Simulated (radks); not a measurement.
# Dy²²⁺ in [Ar] 3d10 4p6 4d8 5p2: an all-electron calculation

What are the levels of the dysprosium ion Dy22+, how large are its shells, and how does its energy divide?

Program: radks (a radial shooting solver on a logarithmic mesh, Libxc functionals) version 1. Level of theory: scalar-relativistic Kohn-Sham, SCAN, spin-polarised, spherical densities, finite nucleus; open shells are filled with parallel spins first. These are calculated values, not measurements, unless marked.

### Step 1. The atom as given

```
element            : dysprosium (Z = 66)
charge             : +22
electrons          : 44
configuration      : [Ar] 3d10 4p6 4d8 5p2
nuclear rms radius : 5.2218 fm
```

The outer shells:

Dy²²⁺
```
[Ar] core
3d [↑↓][↑↓][↑↓][↑↓][↑↓]
4p [↑↓][↑↓][↑↓]
4d [↑↓][↑↓][↑↓][↑ ][↑ ]
5p [↑ ][↑ ][  ]
```

### Step 2. The calculation

Input:

```text
Z 66
configuration [Ar] 3d10 4p6 4d8 5p2 4s0 4f0 5d0 6p0
relativity scalar-relativistic
functional scan,scan
spin polarised
nucleus finite rms 5.2218 fm
c 137.035999084
```

Started as:

```console
> python run_ks.py task.json out
```

The same process makes all the runs of this session.

Q: Predict the outcome of this run.

**Answer**, as computed:

```
                        quantity                    value
                    total energy      -11922.1739 hartree
exchange-correlation share of it                   1.98 %
                            −T/E                   1.0800
          highest occupied level        5p up, -468.51 eV
    most extended occupied level  5p up, <r> = 0.969 bohr
 radius at density 0.001 e/bohr³                1.88 bohr
    maxima of the radial density                        4
```

What this shows: The radial density shows 4 maxima for 5 occupied principal shells; where shells overlap, one shows as a shoulder or not at all. Relativity lifts −T/E to 1.080. This is not the tabulated ground configuration, so its levels and sizes aren't those of the ground state, and no measured value stands beside it.
